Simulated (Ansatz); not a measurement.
# C2H7GaO: small, medium and large basis sets

The task here is to estimate one member of a computed series from the others.

Computed with Ansatz 0.2.0, Gaussian basis. Level: one geometry, several basis sets.

Plan: PBE0-D4/def2-SVP; ωB97M-V/def2-SVP; PBE0-D4/def2-QZVPP; ωB97M-V/def2-QZVPP; the functionals' def2-TZVPP values are taken from earlier runs.

## The relaxed structure

All runs share one geometry, relaxed beforehand with PBE0-D4 in a triple-zeta def2 set.

SMILES `[CH3][Ga]([CH3])[OH]`, 11 atoms, charge 0, spin multiplicity 1.

Atoms are counted from 1 here; the program's logs count them from 0.

Bond lengths: C1–Ga2 1.957 Å, C1–H5 1.093 Å, C1–H6 1.090 Å, C1–H7 1.093 Å, Ga2–C3 1.967 Å, Ga2–O4 1.800 Å, C3–H8 1.093 Å, C3–H9 1.093 Å, C3–H10 1.091 Å, O4–H11 0.959 Å. Angles: Ga2–C1–H5 110.7°, Ga2–C1–H6 110.3°, Ga2–C1–H7 110.9°, H5–C1–H6 108.8°, H5–C1–H7 107.3°, H6–C1–H7 108.8°, C1–Ga2–C3 129.2°, C1–Ga2–O4 112.8°, C3–Ga2–O4 118.0°, Ga2–C3–H8 110.1°, Ga2–C3–H9 110.5°, Ga2–C3–H10 112.0°, H8–C3–H9 107.2°, H8–C3–H10 108.3°, H9–C3–H10 108.5°, Ga2–O4–H11 114.3°.

Coordinates:

```
C     1.1070    1.5311   -0.2003
Ga   -0.1952    0.1397    0.2458
C    -0.3781   -1.6737   -0.4944
O    -1.3560    0.6525    1.5225
H     2.1249    1.1860   -0.0029
H     0.9195    2.4275    0.3914
H     1.0522    1.7902   -1.2603
H     0.5068   -2.2693   -0.2546
H    -0.4573   -1.6371   -1.5836
H    -1.2552   -2.1891   -0.1004
H    -2.0033   -0.0147    1.7573
```

Set-up of the first run:

File in.yaml:

```yaml
crystal:
  periodic: [false, false, false]
  atoms:
    - {symbol: C, position_ang: [1.107040, 1.531059, -0.200260]}
    - {symbol: Ga, position_ang: [-0.195160, 0.139720, 0.245783]}
    - {symbol: C, position_ang: [-0.378075, -1.673678, -0.494381]}
    - {symbol: O, position_ang: [-1.356025, 0.652514, 1.522492]}
    - {symbol: H, position_ang: [2.124941, 1.185991, -0.002873]}
    - {symbol: H, position_ang: [0.919528, 2.427481, 0.391359]}
    - {symbol: H, position_ang: [1.052200, 1.790246, -1.260290]}
    - {symbol: H, position_ang: [0.506752, -2.269291, -0.254647]}
    - {symbol: H, position_ang: [-0.457337, -1.637095, -1.583625]}
    - {symbol: H, position_ang: [-1.255243, -2.189106, -0.100415]}
    - {symbol: H, position_ang: [-2.003321, -0.014740, 1.757256]}
basis:
  gaussian: {orbitals: def2-SVP}
hamiltonian: {xc: pbe0, dispersion: d4}
output: {orbitals: {seedname: orbitals}}
```

Steps of the session up to this table: PBE0-D4 in def2-SVP; ωB97M-V in def2-SVP; PBE0-D4 in def2-QZVPP; ωB97M-V in def2-QZVPP.

One table of the session follows, with a row left open; its other results are not shown here.

It belongs to the step «Density functionals: the series». 

| functional | basis | HOMO (eV) | LUMO (eV) |
| --- | --- | --- | --- |
| PBE0-D4 | def2-SVP | -7.64 | -0.08 |
| PBE0-D4 | def2-TZVPP | -7.72 | -0.20 |
| PBE0-D4 | def2-QZVPP | ? | ? |
| ωB97M-V | def2-SVP | -9.85 | 1.65 |
| ωB97M-V | def2-TZVPP | -9.94 | 1.45 |
| ωB97M-V | def2-QZVPP | -9.96 | 1.07 |

**Question.** Estimate the row for PBE0-D4, def2-QZVPP.

As computed: HOMO (eV): -7.75; LUMO (eV): -0.28. In the column «HOMO (eV)» it lies between ωB97M-V, def2-SVP (-9.85) and PBE0-D4, def2-TZVPP (-7.72).
